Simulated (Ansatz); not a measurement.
# AlB2H4N: the cost of one run

Program: Ansatz 0.2.0. Level of theory: RKS B3LYP-D4/def2-TZVP. These are calculated values, not measurements.

## (1) Starting geometry

SMILES `N[B]1[BH][AlH]1`, 8 atoms, charge 0, spin multiplicity 1.

Atoms are counted from 1 here; the program's logs count them from 0.

Bond lengths: N1–B2 1.436 Å, N1–H5 1.027 Å, N1–H6 1.027 Å, B2–B3 1.531 Å, B2–Al4 2.113 Å, B3–Al4 2.029 Å, B3–H7 1.203 Å, Al4–H8 1.599 Å. Angles: B2–N1–H5 121.1°, B2–N1–H6 121.0°, H5–N1–H6 110.7°, N1–B2–B3 148.1°, N1–B2–Al4 82.7°, B3–B2–Al4 65.4°, B2–B3–Al4 71.3°, B2–B3–H7 153.5°, Al4–B3–H7 135.2°, B2–Al4–B3 43.3°, B2–Al4–H8 137.0°, B3–Al4–H8 179.6°.

Coordinates:

```xyz
8
AlB2H4N
N    -0.82888    0.95402   -0.30355
B     0.57543    0.67784   -0.18490
B     1.67843   -0.33108    0.14625
Al   -0.12253   -1.24141    0.35782
H    -1.27412    1.05103   -1.22359
H    -1.31742    1.52288    0.39792
H     2.82613   -0.66797    0.27739
H    -1.53706   -1.96530    0.53266
```

This geometry comes from a loose relaxation at PBE in a small basis, which is not shown.

## (3) The grid

First coordinate, umbrella angle at N1 (between each of its bonds and their common axis; 90 is planar): 9 values from 66 to 114 °. Second coordinate, change of the bonds N1–B2, N1–H5, N1–H6, all alike: 9 values from −0.125 to 0.193 Å.

Nothing else is relaxed (all other coordinates rigid). Energies count from the relaxed molecule at the same level. Points are written as (first, second).

(The set-up runs are not shown.)

## (4) The run at (78°, 0.034 Å)

Contents of input.yaml:

```yaml
crystal:
  periodic: [false, false, false]
  atoms:
    - { symbol: "N", position_ang: [-0.793123, 1.17687, -0.36667] }
    - { symbol: B, position_ang: [0.255451, 0.263668, -0.069155] }
    - { symbol: B, position_ang: [1.049416, -0.96844, 0.312446] }
    - { symbol: Al, position_ang: [-0.781552, -1.693269, 0.472784] }
    - { symbol: H, position_ang: [-1.362703, 1.02676, -1.227393] }
    - { symbol: H, position_ang: [-1.410292, 1.504984, 0.407433] }
    - { symbol: H, position_ang: [2.124203, -1.425071, 0.47669] }
    - { symbol: H, position_ang: [-2.340624, -1.96992, 0.508901] }
basis:
  gaussian: { orbitals: def2-TZVP }
hamiltonian:
  xc: { name: B3LYP }
  dispersion: d4
output:
  forces: true
```

Started as:

```bash
ansatz run input.yaml --threads 1 --pin off --max-ram 2560MiB --backend cpu --events-out ev --progress --plain --runs-dir out
```

Q: Estimate wall time and peak memory on 1 thread of Arm Neoverse V1, shared host.

About 6 s, with a peak of 0.26 GiB.
